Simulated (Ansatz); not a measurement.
# ClHZr: the cost of one run

The runs use Ansatz 0.2.0, Gaussian basis; def2-TZVPP, core rule «outside noble gas», up to 9 orbitals frozen.

Plan: UHF; ROHF; CCSD(T) on UHF.

2 further runs of the same task are left out: 2 set aside as unsound or not needed.

## 1. The system

The geometry is a PBE0/def2-TZVP stationary point (not a proven minimum) of the parent state, kept for this charge and spin. No spin-orbit coupling is included. Elements past krypton take def2 core potentials.

3 atoms, charge 1, spin multiplicity 2.

Atoms are counted from 1 here; the program's logs count them from 0.

Bond lengths: Zr1–Cl2 2.379 Å, Zr1–H3 1.933 Å. Angles: Cl2–Zr1–H3 180.0°.

## 2. UHF

Contents of in.yaml:

```yaml
crystal:
  periodic: [false, false, false]
  atoms:
    - {symbol: Zr, position_ang: [0.000000, 0.000000, 0.148733]}
    - {symbol: Cl, position_ang: [0.000000, 0.000000, -2.230367]}
    - {symbol: H, position_ang: [0.000000, 0.000000, 2.081633]}
basis:
  gaussian: {orbitals: def2-TZVPP}
total_charge: 1
magnetization: {spin_polarized: true, initial_magnetization: 1}
hamiltonian: {xc: hf}
output: {orbitals: {seedname: orbitals}}
```

On the command line:

```bash
> ansatz run in.yaml --threads 1 --pin off --events-out ev --progress --plain --max-ram 4096MiB --backend cpu
```

Q: Estimate wall time and peak memory on 1 thread of AMD EPYC 7R13, shared host.

About 6 s, with a peak of 0.28 GiB.
